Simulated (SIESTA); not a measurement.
The system is Ge3Pd.

```
Pd Ge
1.0
     4.14202    0.00000    0.00000
     0.00000    4.14202    0.00000
     0.00000    0.00000    4.14202
Pd Ge
1 3
Direct
  0.00000 0.00000 0.00000
  0.50000 0.50000 0.00000
  0.50000 0.00000 0.50000
  0.00000 0.50000 0.50000
```

The cell comes from a database or a generator and needn't be the stable form of this composition.

| Item | Value |
| --- | --- |
| Program | SIESTA 5.4.2 |
| Task | single point |
| Functional | PBE |
| Potentials or basis | PseudoDojo 0.4 standard (PBE files) |
| Basis | DZP (energy shift 0.003 Ry; two zetas on semicore shells) |
| Grid cutoff | 800 Ry |
| Energy shift | 0.003 Ry |
| k mesh | 7 × 7 × 7 |
| Occupations | fermi-dirac, width 0.05 eV |
| Spin | no spin polarisation |

On this cell: pressure 1.5 GPa; largest force zero by symmetry; band gap on the k mesh none (metal or under the smearing width).

The same run follows on a disturbed copy (atoms moved at random, drawn with an rms of 0.05 Å):

```
Pd Ge
1.0
     4.14202    0.00000    0.00000
     0.00000    4.14202    0.00000
     0.00000    0.00000    4.14202
Pd Ge
1 3
Direct
  0.00622 0.99586 0.98313
  0.50040 0.49628 0.00006
  0.49946 0.00568 0.49902
  0.00962 0.49349 0.50611
```

What does the disturbed cell give?

The energy (extrapolated to zero smearing) moves by +2.4 meV/atom; pressure 1.4 GPa; largest force 0.200 eV/Å; band gap on the k mesh none (metal or under the smearing width).

Forces on the atoms (eV/Å):
```
Pd  -0.071 -0.067  0.050
Ge   0.105  0.087  0.131
Ge   0.104 -0.126 -0.083
Ge  -0.139  0.105 -0.099
```

Stress tensor (GPa, compression positive):
```
 1.44 -0.04 -0.13
-0.04  1.43 -0.02
-0.13 -0.02  1.32
```

Caveats: the basis of atomic orbitals isn't converged, which shifts pressures, moduli and gaps.
